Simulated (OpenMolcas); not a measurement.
# H2Se (hydrogen selenide) at UM06-2X/ANO-RCC-VDZ (DKH2, scramble 0.2)

We compute energy and forces of H2Se (hydrogen selenide). 

The calculation is run with OpenMolcas 26.06.

3 further runs of the same task are left out: 3 set aside as unsound or not needed.

### Step 1. The molecule

H2Se: 3 atoms, total charge 0, spin state singlet. As SMILES, `[SeH2]`. One bond was lengthened or shortened from a relaxed shape.

Bond lengths: Se1–H2 1.438 Å, Se1–H3 1.582 Å. Angles: H2–Se1–H3 91.2°.

### Step 2. Energy and forces at UM06-2X/ANO-RCC-VDZ (DKH2, scramble 0.2)

The input, job.input:

```
&GATEWAY
 Coord
 3
 bohr
 Se     1.25543388    -0.40865327     0.64985981
 H      0.30025291     2.12365532     0.39701445
 H     -1.12317762    -1.51402967    -0.78580481
 Basis=ANO-RCC-VDZ
 Group=NoSym

&SEWARD
 GridInput
 Grid=UltraFine
 End of Grid

&SCF
 UHF
 KSDFT=M062X
 Scramble=0.2
 PrOrbitals=0

&ALASKA
```

Command:

```console
$ export MOLCAS_MEM=1860
$ pymolcas job.input > job.log
```

**Question.** What will come out? Wanted: total energy; dipole moment; HOMO energy; LUMO energy; HOMO–LUMO gap.

Computed results:

Level: UM06-2X/ANO-RCC-VDZ (DKH2, scramble 0.2).

```
     quantity           value
 total energy  -2431.03953 Eh
dipole moment          1.33 D
  HOMO energy        -8.32 eV
  LUMO energy        -0.13 eV
HOMO–LUMO gap         8.19 eV
```

In words: This program's gradients are faulty for this kind of reference, so any forces in the log can't be trusted; the energy can.
